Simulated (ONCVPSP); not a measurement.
# Barium: generating and testing an ONCV potential

Do these settings give a usable potential? It is generated, then checked for transferability, scattering, ghosts and hardness.

Program: ONCVPSP 4.0.1. Reference atom: PBEsol, scalar-relativistic, spherical and spin-unpolarised. All values are calculated.

**1. The atom and the settings**

Typed settings, in words:

| Item | Value |
| --- | --- |
| element | barium (Ba, Z = 56) |
| type | optimised norm-conserving Vanderbilt (ONCV) |
| frozen core | [Kr] 4d10 |
| valence charge | 10 |
| reference configuration | 5s2 5p6 6s1.5 (charge +0.5) |
| partial waves | 5s+6s: rc 2.10 bohr, ncon 3, nbas 6, qcut 4.4 1/bohr, 2 projectors; 5p: rc 3.25 bohr, ncon 4, nbas 7, qcut 4.5 1/bohr, 3 projectors, debl 3.9 Ha; d scattering state at 0.29 Ha: rc 3.35 bohr, ncon 4, nbas 9, qcut 2.8 1/bohr, 3 projectors, debl 2.5 Ha |
| local potential | polynomial inside 1.90 bohr (lpopt 5, dvloc0 0 Ha) |
| core correction | Teter function, fcfact 5, rcfact 1.15 |

**2. The generation run**

Ba.dat

```
# ATOM AND REFERENCE CONFIGURATION
# atsym  z   nc   nv     iexc    psfile
  Ba 56.00    9    3  -116133      upf
#
#   n    l    f
    1    0    2.00
    2    0    2.00
    2    1    6.00
    3    0    2.00
    3    1    6.00
    3    2   10.00
    4    0    2.00
    4    1    6.00
    4    2   10.00
    5    0    2.00
    5    1    6.00
    6    0    1.50
#
# PSEUDOPOTENTIAL AND OPTIMIZATION
# lmax
    2
#
#   l,   rc,      ep,       ncon, nbas, qcut
    0    2.10    0.00    3    6    4.40
    1    3.25    0.00    4    7    4.50
    2    3.35    0.29    4    9    2.80
#
# LOCAL POTENTIAL
# lloc, lpopt,  rc(5),   dvloc0
    4    5    1.90    0.00
#
# VANDERBILT-KLEINMAN-BYLANDER PROJECTORs
# l, nproj, debl
    0    2    2.70
    1    3    3.90
    2    3    2.50
#
# MODEL CORE CHARGE
# icmod, fcfact, rcfact
    3    5.00    1.15
#
# LOG DERIVATIVE ANALYSIS
# epsh1, epsh2, depsh
   -3.00    5.00    0.02
#
# OUTPUT GRID
# rlmax, drl
    6.00    0.01
#
# TEST CONFIGURATIONS
# ncnf
    4
# nvcnf
#   n    l    f
    3
    5    0    2.00
    5    1    6.00
    6    0    2.00
#
    3
    5    0    2.00
    5    1    6.00
    6    0    1.00
#
    3
    5    0    2.00
    5    1    6.00
    6    0    0.00
#
    4
    5    0    2.00
    5    1    6.00
    6    0    0.00
    5    2    1.00
#
```

Run with:

```console
oncvpsp.x < Ba.dat > Ba.out
```

**Question.** What will these runs give? Wanted: cutoffs for 1 and 0.1 mHa per electron, occupied waves; bound ghosts; GHOST(+) flags; largest test error; largest phase difference near zero energy, channels read; rms error of d²Exc/dn², without and with the model core; projector energies reset by the program.

The runs gave:

```
                                                quantity                                 value
  cutoffs for 1 and 0.1 mHa per electron, occupied waves                      8.3 Ha and 14 Ha
                                            bound ghosts                            none found
                                          GHOST(+) flags  s at 88 eV, p at 237 eV, d at 332 eV
                            largest test error (AE − PS)         +3.4 meV, for 5s2 5p6 5d1 6s0
largest phase difference near zero energy, channels read                             0.093 rad
 rms error of d²Exc/dn², without and with the model core                     3.47 and 0.80 mHa
                 projector energies reset by the program            d: -0.163, 2.337, 4.837 Ha
```

**Reading.** The worst unpolarised test, 5s2 5p6 5d1 6s0, is off by 3.4 meV on 3.9 eV; by total energies transferability rates as very good. The potential is soft on the atom at that tolerance: the looser tolerance needs 8.3 Ha. The program's ghost test flags no bound state. Near zero energy the largest phase difference among the channels read is 0.09 rad, in the p channel. The program also flags highly localised states, GHOST(+) (s, p, d). All of this concerns the isolated atom, not yet a solid.
